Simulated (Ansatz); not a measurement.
CsCaH3, space group Pm-3m: relaxations under a series of pressures, run with Ansatz 0.2.0 through its Python package.

`compress_cscah3.py`
```python
'''Volume and enthalpy of CsCaH3 against pressure.'''

import ansatz
from ase import Atoms
import numpy as np

def edges_and_angles(cell):
    cell = np.asarray(cell)
    a, b, c = np.linalg.norm(cell, axis=1)
    cosines = cell[1] @ cell[2] / (b * c), cell[0] @ cell[2] / (a * c), cell[0] @ cell[1] / (a * b)
    return (a, b, c, *np.degrees(np.arccos(cosines)))

atoms = Atoms(
    ['Cs', 'Ca', 'H', 'H', 'H'],
    scaled_positions=[
        [0.0, 0.0, 0.0],
        [0.5, 0.5, 0.5],
        [0.5, 0.0, 0.5],
        [0.0, 0.5, 0.5],
        [0.5, 0.5, 0.0],
    ],
    cell=[
        [4.62119, 0.0, 0.0],
        [0.0, 4.62119, 0.0],
        [0.0, 0.0, 4.62119],
    ],
    pbc=True,
)
structure = ansatz.Crystal.from_ase(atoms)

model = (
    structure.calculation()
    .kpoints(6, 6, 6)
    .functional('r2scan')
    .basis(24 * ansatz.Ha)
    .occupations(ansatz.OccupationsMethod.GAUSSIAN)
)

# H = F + PV, with 1 GPa A^3 = 1/160.21766 eV
rows = []
for pressure in [0, 10, 20, 30, 40]:
    res = model.relax(cell=True, pressure=pressure, force_tolerance=0.05).run(threads=1, backend='cpu')
    cell = res.lattice.cell_ang
    n_atoms = len(res.lattice.sites)
    volume = abs(np.linalg.det(cell)) / n_atoms
    enthalpy = res.report['free_energy_ev'] / n_atoms + pressure * volume / 160.21766
    rows.append((pressure, volume, enthalpy, *edges_and_angles(cell)))
    print(f'{pressure} GPa done: {volume:.4f} A^3/atom')

print(' P (GPa)  V (A^3/atom)  H (eV/atom)     a       b       c')
for row in rows:
    print('{:8.1f} {:12.4f} {:14.5f} {:7.4f} {:7.4f} {:7.4f}'.format(*row[:6]))
p, v = np.array([row[0] for row in rows], float), np.array([row[1] for row in rows])
print('mean bulk modulus between rows (GPa):', np.round(-np.diff(p) / np.diff(np.log(v)), 1))
```

From its runs, with one value withheld:

| P (GPa) | relaxed V (Å³/atom) |
| --- | --- |
| 0 | 19.521 |
| 10 | 15.152 |
| 20 | 13.181 |
| 30 | 11.934 |
| 40 | ? |

What volume does the cell relax to at 40 GPa?

Murnaghan's form V = V0 (1 + B' P / B0)^(-1/B') through the 4 rows shown gives V0 = 19.524 Å³, B0 = 26.2 GPa and B' = 3.06, and so 11.072 Å³ an atom at 40 GPa. The run gave 11.038 Å³, 0.30 % away.

Caveats:
- At a fixed pressure a relaxation lowers the enthalpy F + PV, while F alone can rise.
- This cell is a computed structure, which may not be the phase found in nature.
- Symmetry holds the cell in this phase, whether or not it is the stable one at each pressure.
- Finished in 110 s on 1 thread of Intel(R) Xeon(R) Processor @ 2.30GHz, with other jobs on the host, peak memory 0.91 GiB.
